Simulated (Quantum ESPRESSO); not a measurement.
# AlCo (Pm-3m) in Quantum ESPRESSO: a series of runs, part 2 of 3

Quantum ESPRESSO 7.5.

## (3) Phonons, LDA, collinear spin, ferromagnetic start, target pressure 2 GPa, at which the enthalpy is minimised

Input file pw.in:

```
&CONTROL
  calculation = 'scf'
  prefix = 'pwscf'
  outdir = './tmp'
  pseudo_dir = './pseudo'
  tprnfor = .true.
  tstress = .true.
  disk_io = 'low'
/
&SYSTEM
  ibrav = 0
  A = 2.81940321
  nat = 2
  ntyp = 2
  ecutwfc = 56
  ecutrho = 448
  nbnd = 19
  occupations = 'smearing'
  smearing = 'mv'
  degauss = 0.01469973
  nspin = 2
  starting_magnetization(1) = 0.1176
  starting_magnetization(2) = 0
/
&ELECTRONS
  conv_thr = 4d-10
  electron_maxstep = 120
  mixing_beta = 0.3
/
ATOMIC_SPECIES
Co    58.9332 co_lda_v1.2.uspp.F.UPF
Al    26.9815 al_lda_v1.uspp.F.UPF
CELL_PARAMETERS alat
   1.0000000000    0.0000000000    0.0000000000
   0.0000000000    1.0000000000    0.0000000000
   0.0000000000    0.0000000000    1.0000000000
ATOMIC_POSITIONS alat
Co     0.5000000000    0.5000000000    0.5000000000
Al     0.0000000000    0.0000000000    0.0000000000
K_POINTS automatic
6 6 6 0 0 0
```

Input file relax.in:

```
&CONTROL
  calculation = 'vc-relax'
  prefix = 'pwscf'
  outdir = './tmp'
  pseudo_dir = './pseudo'
  tprnfor = .true.
  tstress = .true.
  disk_io = 'low'
  nstep = 40
  forc_conv_thr = 0.0001
  etot_conv_thr = 1d-06
/
&SYSTEM
  ibrav = 0
  A = 2.81940321
  nat = 2
  ntyp = 2
  ecutwfc = 56
  ecutrho = 448
  nbnd = 19
  occupations = 'smearing'
  smearing = 'mv'
  degauss = 0.01469973
  nspin = 2
  starting_magnetization(1) = 0.1176
  starting_magnetization(2) = 0
/
&ELECTRONS
  conv_thr = 4d-10
  electron_maxstep = 120
  mixing_beta = 0.3
/
&IONS
  ion_dynamics = 'bfgs'
/
&CELL
  cell_dynamics = 'bfgs'
  press = 20
  press_conv_thr = 0.2
/
ATOMIC_SPECIES
Co    58.9332 co_lda_v1.2.uspp.F.UPF
Al    26.9815 al_lda_v1.uspp.F.UPF
CELL_PARAMETERS alat
   1.0000000000    0.0000000000    0.0000000000
   0.0000000000    1.0000000000    0.0000000000
   0.0000000000    0.0000000000    1.0000000000
ATOMIC_POSITIONS alat
Co     0.5000000000    0.5000000000    0.5000000000
Al     0.0000000000    0.0000000000    0.0000000000
K_POINTS automatic
6 6 6 0 0 0
```

Input file scf2.in:

```
&CONTROL
  calculation = 'scf'
  prefix = 'pwscf'
  outdir = './tmp'
  pseudo_dir = './pseudo'
  tprnfor = .true.
  tstress = .true.
  disk_io = 'low'
/
&SYSTEM
  ibrav = 0
  A = 2.78643025
  nat = 2
  ntyp = 2
  ecutwfc = 56
  ecutrho = 448
  nbnd = 19
  occupations = 'smearing'
  smearing = 'mv'
  degauss = 0.01469973
  nspin = 2
  starting_magnetization(1) = 0.1176
  starting_magnetization(2) = 0
/
&ELECTRONS
  conv_thr = 1d-13
  electron_maxstep = 120
  mixing_beta = 0.3
  startingpot = 'file'
  startingwfc = 'file'
/
ATOMIC_SPECIES
Co    58.9332 co_lda_v1.2.uspp.F.UPF
Al    26.9815 al_lda_v1.uspp.F.UPF
CELL_PARAMETERS alat
   0.9999999996    0.0000000000    0.0000000000
   0.0000000000    0.9999999996    0.0000000000
   0.0000000000    0.0000000000    0.9999999996
ATOMIC_POSITIONS alat
Co     0.4999999998    0.4999999998    0.4999999998
Al     0.0000000000    0.0000000000    0.0000000000
K_POINTS automatic
6 6 6 0 0 0
```

Input file ph.in:

```
phonons of AlCo
&INPUTPH
  prefix = 'pwscf'
  outdir = './tmp'
  tr2_ph = 1d-18
  fildyn = 'dyn'
  niter_ph = 90
  alpha_mix(1) = 0.4
/
0.0000000000 0.0000000000 0.0000000000
```

Input file dynmat.in:

```
&INPUT
  fildyn = 'dyn'
  asr = 'crystal'
  filout = 'dynmat.disp'
  fileig = 'dynmat.eig'
/
```

Potentials or basis: GBRV 1.5 LDA.

Launch:

```bash
$ OMP_NUM_THREADS=1 pw.x -in pw.in > pw.out
$ OMP_NUM_THREADS=1 pw.x -in relax.in > relax.out
$ OMP_NUM_THREADS=1 pw.x -in scf2.in > scf2.out
$ OMP_NUM_THREADS=1 ph.x -in ph.in > ph.out
$ OMP_NUM_THREADS=1 dynmat.x -in dynmat.in > dynmat.out
```

pw.out:

```text
This program is part of the open-source Quantum ESPRESSO suite
     for quantum simulation of materials; please cite
[... 9 lines left out ...]
     --------------------
     sticks:   dense  smooth     PW     G-vecs:    dense   smooth      PW
     Sum        1005     505    169                24207     8601    1575

     Using Slab Decomposition

     bravais-lattice index     =            0
     lattice parameter (alat)  =       5.3279  a.u.
     unit-cell volume          =     151.2405 (a.u.)^3
     number of atoms/cell      =            2
     number of atomic types    =            2
     number of electrons       =        20.00
     number of Kohn-Sham states=           19
     kinetic-energy cutoff     =      56.0000  Ry
     charge density cutoff     =     448.0000  Ry
     scf convergence threshold =      4.0E-10
     mixing beta               =       0.3000
     number of iterations used =            8  plain     mixing
     Exchange-correlation= SLA  PZ   NOGX NOGC
                           (   1   1   0   0   0   0   0)

     celldm(1)=   5.327900  celldm(2)=   0.000000  celldm(3)=   0.000000
     celldm(4)=   0.000000  celldm(5)=   0.000000  celldm(6)=   0.000000

     crystal axes: (cart. coord. in units of alat)
               a(1) = (   1.000000   0.000000   0.000000 )
               a(2) = (   0.000000   1.000000   0.000000 )
               a(3) = (   0.000000   0.000000   1.000000 )

     reciprocal axes: (cart. coord. in units 2 pi/alat)
               b(1) = (  1.000000  0.000000  0.000000 )
               b(2) = (  0.000000  1.000000  0.000000 )
               b(3) = (  0.000000  0.000000  1.000000 )

     PseudoPot. # 1 for Co read from file:
     co_lda_v1.2.uspp.F.UPF
     Pseudo is Ultrasoft + core correction, Zval = 17.0
     Generated by new atomic code, or converted to UPF format
     Using radial grid of  863 points,  6 beta functions with:
                l(1) =   0
                l(2) =   0
                l(3) =   1
                l(4) =   1
                l(5) =   2
                l(6) =   2
     Q(r) pseudized with  8 coefficients,  rinner =    1.200   1.200   1.200
                                                       1.200   1.200

     PseudoPot. # 2 for Al read from file:
     al_lda_v1.uspp.F.UPF
     Pseudo is Ultrasoft + core correction, Zval =  3.0
     Generated by new atomic code, or converted to UPF format
     Using radial grid of  893 points,  3 beta functions with:
                l(1) =   0
                l(2) =   1
                l(3) =   2
     Q(r) pseudized with  8 coefficients,  rinner =    0.900   0.900   0.900
                                                       0.900   0.900

     atomic species   valence    mass     pseudopotential
     Co               17.00    58.93320     Co( 1.00)
     Al                3.00    26.98150     Al( 1.00)

     Starting magnetic structure
     atomic species   magnetization
     Co              0.118
     Al              0.000

     48 Sym. Ops., with inversion, found

   Cartesian axes

     site n.     atom                  positions (alat units)
         1        Co     tau(   1) = (   0.5000000   0.5000000   0.5000000  )
         2        Al     tau(   2) = (   0.0000000   0.0000000   0.0000000  )

     number of k points=    20  Marzari-Vanderbilt smearing, width (Ry)=  0.0147
                       cart. coord. in units 2pi/alat
        k(    1) = (   0.0000000   0.0000000   0.0000000), wk =   0.0046296
        k(    2) = (   0.0000000   0.0000000   0.1666667), wk =   0.0277778
        k(    3) = (   0.0000000   0.0000000   0.3333333), wk =   0.0277778
        k(    4) = (   0.0000000   0.0000000  -0.5000000), wk =   0.0138889
        k(    5) = (   0.0000000   0.1666667   0.1666667), wk =   0.0555556
        k(    6) = (   0.0000000   0.1666667   0.3333333), wk =   0.1111111
[... 12 lines left out ...]
        k(   19) = (   0.3333333  -0.5000000  -0.5000000), wk =   0.0277778
        k(   20) = (  -0.5000000  -0.5000000  -0.5000000), wk =   0.0046296

     Dense  grid:    24207 G-vectors     FFT dimensions: (  36,  36,  36)

     Smooth grid:     8601 G-vectors     FFT dimensions: (  25,  25,  25)

     Check: negative core charge=   -0.000014
     Generating pointlists ...
     new r_m :   0.3572 (alat units)  1.9033 (a.u.) for type    1
     new r_m :   0.3572 (alat units)  1.9033 (a.u.) for type    2

     Initial potential from superposition of free atoms

     starting charge      18.9978, renormalised to      20.0000
     Starting wfcs are   17 randomized atomic wfcs +    2 random wfcs

     Self-consistent Calculation

     iteration #  1     ecut=    56.00 Ry     beta= 0.30
     Davidson diagonalization with overlap
     ethr =  1.00E-02,  avg # of iterations =  5.5

     total energy              =    -299.62972354 Ry
     estimated scf accuracy    <      16.28582984 Ry

     total magnetization       =     0.34 Bohr mag/cell
     absolute magnetization    =     0.62 Bohr mag/cell
[... 18 lines left out ...]
     total magnetization       =     0.49 Bohr mag/cell
     absolute magnetization    =     0.66 Bohr mag/cell

     iteration #  4     ecut=    56.00 Ry     beta= 0.30
     Davidson diagonalization with overlap
     ethr =  2.46E-03,  avg # of iterations =  1.2

     negative rho (up, down):  1.449E-04 7.700E-06

     total energy              =    -305.08182876 Ry
     estimated scf accuracy    <       0.04394852 Ry

     total magnetization       =     0.35 Bohr mag/cell
     absolute magnetization    =     0.65 Bohr mag/cell

     iteration #  5     ecut=    56.00 Ry     beta= 0.30
     Davidson diagonalization with overlap
     ethr =  2.20E-04,  avg # of iterations =  2.4
[... 164 lines left out ...]
     total magnetization       =    -0.00 Bohr mag/cell
     absolute magnetization    =     0.00 Bohr mag/cell

     iteration # 22     ecut=    56.00 Ry     beta= 0.30
     Davidson diagonalization with overlap
     ethr =  1.59E-11,  avg # of iterations =  1.0

     Magnetic moment per site  (integrated on atomic sphere of radius R)
     atom   1 (R=0.357)  charge= 15.6831  magn=  0.0000
     atom   2 (R=0.357)  charge=  1.2516  magn= -0.0000

     End of self-consistent calculation

 ------ SPIN UP ------------

          k = 0.0000 0.0000 0.0000 (  1045 PWs)   bands (ev):

   -79.4000 -43.1122 -43.1122 -43.1122   3.2547  11.4618  11.4618  13.7259
    13.7259  13.7259  20.6003  20.6003  20.6003  23.5651  23.5651  29.7837
    36.3600  36.3600  36.3600

          k = 0.0000 0.0000 0.1667 (  1065 PWs)   bands (ev):

   -79.3991 -43.1248 -43.1111 -43.1111   3.7910  11.3585  11.6031  13.4558
    13.4558  13.7550  17.6617  21.3268  21.3268  23.4712  26.0405  31.5577
    32.9483  32.9483  35.0832
[... 97 lines left out ...]
          k = 0.3333-0.5000-0.5000 (  1056 PWs)   bands (ev):

   -79.3898 -43.1533 -43.1533 -43.1400  10.0860  10.6748  10.6748  13.3588
    14.3680  15.6637  15.6637  17.0906  18.4804  21.5536  22.1367  22.1367
    25.8187  39.4657  42.2894

          k =-0.5000-0.5000-0.5000 (  1064 PWs)   bands (ev):

   -79.3889 -43.1520 -43.1520 -43.1520  10.4690  10.4690  10.4690  14.3778
    14.3778  16.9931  16.9931  16.9931  18.7547  20.1277  20.1277  20.1277
    23.9174  42.7360  42.7360

 ------ SPIN DOWN ----------

          k = 0.0000 0.0000 0.0000 (  1045 PWs)   bands (ev):

   -79.4000 -43.1121 -43.1121 -43.1121   3.2547  11.4618  11.4618  13.7259
    13.7259  13.7259  20.6003  20.6003  20.6003  23.5651  23.5651  29.7837
    36.3600  36.3600  36.3600

          k = 0.0000 0.0000 0.1667 (  1065 PWs)   bands (ev):

   -79.3990 -43.1248 -43.1111 -43.1111   3.7910  11.3585  11.6031  13.4558
    13.4558  13.7550  17.6617  21.3268  21.3268  23.4712  26.0405  31.5577
    32.9483  32.9483  35.0832
[... 97 lines left out ...]
          k = 0.3333-0.5000-0.5000 (  1056 PWs)   bands (ev):

   -79.3898 -43.1533 -43.1533 -43.1400  10.0860  10.6748  10.6748  13.3588
    14.3680  15.6637  15.6637  17.0906  18.4804  21.5536  22.1367  22.1367
    25.8187  39.4657  42.2894

          k =-0.5000-0.5000-0.5000 (  1064 PWs)   bands (ev):

   -79.3889 -43.1520 -43.1520 -43.1520  10.4690  10.4690  10.4690  14.3779
    14.3779  16.9931  16.9931  16.9931  18.7547  20.1277  20.1277  20.1277
    23.9174  42.7360  42.7360

     the Fermi energy is    14.6154 ev

!    total energy              =    -305.08309422 Ry
     estimated scf accuracy    <          1.4E-11 Ry
     smearing contrib. (-TS)   =      -0.00040872 Ry
     internal energy E=F+TS    =    -305.08268550 Ry

     The total energy is F=E-TS. E is the sum of the following terms:
     one-electron contribution =    -210.64550809 Ry
     hartree contribution      =     116.31568312 Ry
     xc contribution           =     -36.70452348 Ry
     ewald contribution        =    -174.04833704 Ry

     total magnetization       =     0.00 Bohr mag/cell
     absolute magnetization    =     0.00 Bohr mag/cell

     convergence has been achieved in  22 iterations

     Forces acting on atoms (cartesian axes, Ry/au):

     atom    1 type  1   force =     0.00000000    0.00000000    0.00000000
     atom    2 type  2   force =     0.00000000    0.00000000    0.00000000

     Total force =     0.000000     Total SCF correction =     0.000000

     Computing stress (Cartesian axis) and pressure

          total   stress  (Ry/bohr**3)                   (kbar)     P=      -51.27
  -0.00034851   0.00000000   0.00000000          -51.27        0.00        0.00
   0.00000000  -0.00034851   0.00000000            0.00      -51.27        0.00
   0.00000000   0.00000000  -0.00034851            0.00        0.00      -51.27

=------------------------------------------------------------------------------=
   JOB DONE.
=------------------------------------------------------------------------------=
```

Run time: 3.3 min. Hardware: 1 thread of Arm Neoverse V2, shared host; peak memory 0.14 GiB.

Results:

- Free energy: -4150.8747 eV
- Relaxed volume: 10.82 Å³/atom
- Relaxed cell: a = 2.786 Å, b = 2.786 Å, c = 2.786 Å, α = 90.00°, β = 90.00°, γ = 90.00°
- Space group after relaxing (to 0.05 Å): Pm-3m (No. 221)
- Pressure after relaxing: 2.0 GPa
- Band gap on the k mesh: none (metal or under the smearing width)
- Net moment: 0.00 μB per cell
- Absolute moment: 0.00 μB per cell
- Valence electrons inside the program's atomic spheres: Co 15.68; Al 1.25
- Highest phonon frequency at Γ: 354 cm⁻¹

Step by step:
```
step  energy change (eV)  largest force (eV/Å)  pressure (GPa)  volume (Å³)
   1              0.0000                0.0000           -5.13        22.41
   2             -0.0076                0.0000            2.28        21.61
   3             -0.0080                0.0000            1.99        21.64
   4             -0.0080                0.0000            2.00        21.63
   5             -0.0080                0.0000            2.00        21.63
```

Final structure:
```
Co Al
1.0
     2.78643    0.00000    0.00000
     0.00000    2.78643    0.00000
     0.00000    0.00000    2.78643
Co Al
1 1
Direct
  0.50000 0.50000 0.50000
  0.00000 0.00000 0.00000
```

Phonon frequencies in cm⁻¹ (negative: imaginary):
```csv
q point,frequencies
"(0.000, 0.000, 0.000)",-7 -7 -7 354 354 354
```

Optical modes at Γ, degenerate ones joined:
```tsv
cm⁻¹	components	symmetry	active in
354	3	T1u	IR
```

Caveat: the k mesh is coarse (spacing up to 0.37 Å⁻¹), so the values aren't converged; the mesh is thin for the phonons of a metal; the starting moments collapsed, and a magnetic state may lie lower.

(Continued in part 3 of 3.)
